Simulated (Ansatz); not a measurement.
# Si: the cost of one run

Method: DFT LDA, all-electron LAPW, scalar-relativistic unless said, in Ansatz 0.2.0.

The COD entry's cell or inner coordinates are ideal or old and differ from later refinements, so a difference from it is no clean test against experiment.

**1. The system as given**

It takes space group Fd-3m (No. 227, cubic). The conventional cell has a = 5.402 Å, b = 5.402 Å, c = 5.402 Å, α = 90.00°, β = 90.00°, γ = 90.00°. Si (site symmetry -43m) has 4 Si at 2.34 Å as nearest neighbours.

As a file:

```xyz
2
Lattice="2.7010 2.7010 0.0000 -2.7010 2.7010 0.0000 0.0000 2.7010 2.7010" Properties=species:S:1:pos:R:3 pbc="T T T"
Si   -1.3505    4.0515    1.3505
Si    0.0000    0.0000    0.0000
```

Cartesian axes are those of the input's lattice vectors. The structure goes back to a database entry.

**2. Reference run, fine mesh, LAPW**

File input.yaml:

```yaml
crystal:
  lattice:
    - [2.70097893072, 2.70097893072, 0.0]
    - [-2.70097893072, 2.70097893072, 0.0]
    - [0.0, 2.70097893072, 2.70097893072]
  atoms:
    - { symbol: Si, position: [0.25, 0.75, 0.5] }
    - { symbol: Si, position: [0.0, 0.0, 0.0] }
kpoints:
  mp_grid: { grid: [8, 8, 8] }
scf:
  occupations: { method: fixed }
hamiltonian:
  xc: lda
  pseudopotentials: { kind: all_electron, lapw: { basis_error: 0.001 } }
output:
  forces: true
  stress: true
  eigenvalues: true
  eigenstates:
    nscf_kmesh: { grid: [12, 12, 12] }
    de_dk: true
    e_range: [-9, 10.44379441228]
checkpoint:
  write: ck
  write_wavefunctions: false
```

The run is started by

```console
ansatz run input.yaml --threads 1 --pin off --max-ram 3072MiB --backend cpu --events-out ev --progress --plain --runs-dir out
```

What time and memory should one allow on 1 thread of Arm Neoverse V1, shared host?

About 10 s, with a peak of 0.23 GiB.
